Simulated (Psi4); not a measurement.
# LC-wPBE/def2-TZVPPD (density fitting, core potential) run of [SnH3]− (SMILES [H][Sn-]([H])[H])

Aim: the vertical ionisation energy of [SnH3]− at LC-wPBE/def2-TZVPPD (density fitting, core potential), from 2 runs. 

The calculation is run with Psi4 1.11.

5 further runs of the same task are left out: 5 set aside as unsound or not needed.

## 1. The molecule

[SnH3]−: 4 atoms, total charge -1, spin state singlet. As SMILES, `[H][Sn-]([H])[H]`. The shape comes from GFN2-xTB, which is rough for such elements, and wasn't checked as a minimum.

Bond lengths: Sn1–H2 1.948 Å, Sn1–H3 1.948 Å, Sn1–H4 1.949 Å. Angles: H2–Sn1–H3 93.3°, H2–Sn1–H4 93.4°, H3–Sn1–H4 93.5°.

## 2. Energy and one-electron properties at LC-wPBE/def2-TZVPPD (density fitting, core potential)

h3sn.xyz reads:

```xyz
4
H3Sn
Sn    -0.006380     0.005730     0.791670
H      1.637790    -0.033600    -0.251650
H     -0.786860     1.432510    -0.280410
H     -0.844540    -1.404640    -0.259610
```

job.py reads:

```python
import psi4

psi4.set_memory(1600000000)
psi4.set_num_threads(1)
psi4.set_output_file('run.log', False)

with open('h3sn.xyz') as f:
    atoms = ''.join(f.readlines()[2:])
m = psi4.geometry('-1 1\n' + atoms + '')

options = {'basis': 'def2-TZVPPD', 'scf_type': 'df'}
psi4.set_options(options)

energy_value, wavefunction = psi4.energy('lc-wpbe', return_wfn=True)
psi4.oeprop(wavefunction, 'LOWDIN_CHARGES', 'MULLIKEN_CHARGES', 'NO_OCCUPATIONS', 'ESP_AT_NUCLEI', title='LC-WPBE')
print(f'total energy {energy_value:.8f} hartree = {energy_value * 27.211386:.5f} eV')
```

The run is started by

```console
$ python job.py
```

run.log, shortened:

```text
[...]
    !!!  WARNING: ECP capability is in beta. Please check occupations closely.  !!!
[...]
  Running in c1 symmetry.
[...]
  Nuclear repulsion =   18.488599666647755
[...]
  Multiplicity = 1
[...]
  Nalpha       = 13
  Nbeta        = 13
[...]
    Number of basis functions: 107
[...]
   @DF-RKS iter   1:  -215.91057004818651   -1.42628e+00   6.09329e-03 DIIS/ADIIS
[...]
   @DF-RKS iter   8:  -216.13648725818010   -3.37762e-07   5.22743e-07 DIIS
[...]
    Orbital Energies [Eh]
    ---------------------
    Doubly Occupied:
       1A     -4.890014     2A     -3.269433     3A     -3.269428
       4A     -3.264645     5A     -0.902629     6A     -0.902629
       7A     -0.898554     8A     -0.898543     9A     -0.896145
      10A     -0.393096    11A     -0.188317    12A     -0.188190
      13A     -0.108305
[...]
  @DF-RKS Final Energy:  -216.13648725818010
   => Energetics <=
    Nuclear Repulsion Energy =             18.4885996666477546
    One-Electron Energy =                -420.6044964990535959
    Two-Electron Energy =                 200.1037933606325794
    DFT Exchange-Correlation Energy =     -14.1243837864068382
    Empirical Dispersion Energy =           0.0000000000000000
    VV10 Nonlocal Energy =                  0.0000000000000000
    Total Energy =                       -216.1364872581800967
[...]
 Multipole Moments:
 ------------------------------------------------------------------------------------
     Multipole            Electronic (a.u.)      Nuclear  (a.u.)        Total (a.u.)
 ------------------------------------------------------------------------------------
 L = 1.  Multiply by 2.5417464519 to convert [e a0] to [Debye]
 Dipole X            :         -0.0456437            0.0383562           -0.0072875
 Dipole Y            :          0.0418622           -0.0344349            0.0074272
 Dipole Z            :          5.6999384           -4.7576070            0.9423314
 Magnitude           :                                                    0.9423889
[...]
  Mulliken Charges: (a.u.)
   Center  Symbol    Alpha    Beta     Spin     Total
       1    SN    11.23331 11.23331  0.00000 -0.46663
       2     H     0.58888  0.58888  0.00000 -0.17776
       3     H     0.58885  0.58885  0.00000 -0.17770
       4     H     0.58896  0.58896  0.00000 -0.17791
   Total alpha = 13.00000, Total beta = 13.00000, Total charge = -1.00000
  Lowdin Charges: (a.u.)
   Center  Symbol    Alpha    Beta     Spin     Total
       1    SN    11.05873 11.05873  0.00000 -0.11746
       2     H     0.64713  0.64713  0.00000 -0.29425
[...]
```

On the terminal:

```text
total energy -216.13648726 hartree = -5881.37338 eV
```

It took 4.2 s on 1 thread of Intel Xeon 6975P-C (Granite Rapids), shared host; peak memory 0.52 GiB.

Atomic charges (e):

```csv
atom,Löwdin,Mulliken
Sn1,-0.117,-0.467
H2,-0.294,-0.178
H3,-0.294,-0.178
H4,-0.294,-0.178
```

## 3. Doublet neutral SnH3, same level

job.inp reads:

```
memory 1.6 GB

molecule molecule1 {
  0 2
  Sn
  H 1 R2
  H 1 R3 2 A3
  H 1 R4 2 A4 3 D4

  R2 = 1.947655
  R3 = 1.947872
  A3 = 93.33705
  R4 = 1.94855
  A4 = 93.41078
  D4 = 93.70187
}

set {
  basis     def2-TZVPPD
  reference uks
  scf_type  df
}

result, w = energy("lc-wpbe", return_wfn=True)
oeprop(w, "LOWDIN_CHARGES", "MULLIKEN_CHARGES", "NO_OCCUPATIONS", "ESP_AT_NUCLEI")
```

The run is started by

```console
$ psi4 job.inp job.out -n 1
```

job.out, shortened:

```text
[...]
    !!!  WARNING: ECP capability is in beta. Please check occupations closely.  !!!
[...]
  Running in c1 symmetry.
[...]
  Nuclear repulsion =   18.488597320638917
[...]
  Multiplicity = 2
[...]
  Nalpha       = 13
  Nbeta        = 12
[...]
    Number of basis functions: 107
[...]
   @DF-UKS iter   1:  -215.93460065735391   -1.46753e+00   4.79344e-03 ADIIS/DIIS
[...]
   @DF-UKS iter   9:  -216.04216745884270   -9.34362e-07   9.35301e-07 DIIS
[...]
   @S^2 Observed:                7.597961751E-01
[...]
  @DF-UKS Final Energy:  -216.04216745884270
   => Energetics <=
    Nuclear Repulsion Energy =             18.4885973206389167
    One-Electron Energy =                -414.5224550397463759
    Two-Electron Energy =                 194.0331217575327400
    DFT Exchange-Correlation Energy =     -14.0414314972679755
    Empirical Dispersion Energy =           0.0000000000000000
    VV10 Nonlocal Energy =                  0.0000000000000000
    Total Energy =                       -216.0421674588426981
[...]
 Multipole Moments:
 ------------------------------------------------------------------------------------
     Multipole            Electronic (a.u.)      Nuclear  (a.u.)        Total (a.u.)
 ------------------------------------------------------------------------------------
 L = 1.  Multiply by 2.5417464519 to convert [e a0] to [Debye]
 Dipole X            :         -3.3686012            2.9162105           -0.4523907
 Dipole Y            :         -3.1565507            2.7328342           -0.4237164
 Dipole Z            :         -2.9823649            2.5816311           -0.4007338
 Magnitude           :                                                    0.7380925
[...]
  Mulliken Charges: (a.u.)
   Center  Symbol    Alpha    Beta     Spin     Total
       1    SN    11.14916 10.53466  0.61451  0.31618
       2     H     0.61664  0.48889  0.12775 -0.10553
       3     H     0.61707  0.48824  0.12884 -0.10531
       4     H     0.61712  0.48822  0.12891 -0.10534
   Total alpha = 13.00000, Total beta = 12.00000, Total charge = -0.00000
  Lowdin Charges: (a.u.)
   Center  Symbol    Alpha    Beta     Spin     Total
       1    SN    11.08027 10.38740  0.69286  0.53233
       2     H     0.63978  0.53786  0.10192 -0.17765
[...]
```

It took 5.7 s on 1 thread of Intel Xeon 6975P-C (Granite Rapids), shared host; peak memory 0.52 GiB.

Atomic charges (e):

```csv
atom,Löwdin,Mulliken
Sn1,+0.532,+0.316
H2,-0.178,-0.106
H3,-0.177,-0.105
H4,-0.177,-0.105
```

## 4. Outcome

At LC-wPBE/def2-TZVPPD (density fitting, core potential):

| quantity | value |
| --- | --- |
| singlet [SnH3]−: total energy | -216.13649 Eh |
| singlet [SnH3]−: HOMO energy | -2.95 eV |
| singlet [SnH3]−: LUMO energy | 5.31 eV |
| singlet [SnH3]−: HOMO–LUMO gap (to an unbound level, set by the basis) | 8.26 eV |
| doublet neutral SnH3: total energy | -216.04217 Eh |
| doublet neutral SnH3: dipole moment | 1.88 D |
| doublet neutral SnH3: HOMO energy (highest over α and β) | -9.92 eV |
| doublet neutral SnH3: LUMO energy (lowest over α and β) | -2.20 eV |
| doublet neutral SnH3: ⟨S²⟩ | 0.760 |
| vertical detachment energy (to the doublet neutral) | 2.567 eV |

Removing an electron at fixed nuclei costs 2.57 eV (59 kcal/mol). The negative HOMO energy of the first species, 2.95 eV, lies 0.38 eV above that difference. Mulliken charges (singlet [SnH3]−) run from -0.47 on Sn1 to -0.18 on H3; in a basis this large or diffuse they mean little.
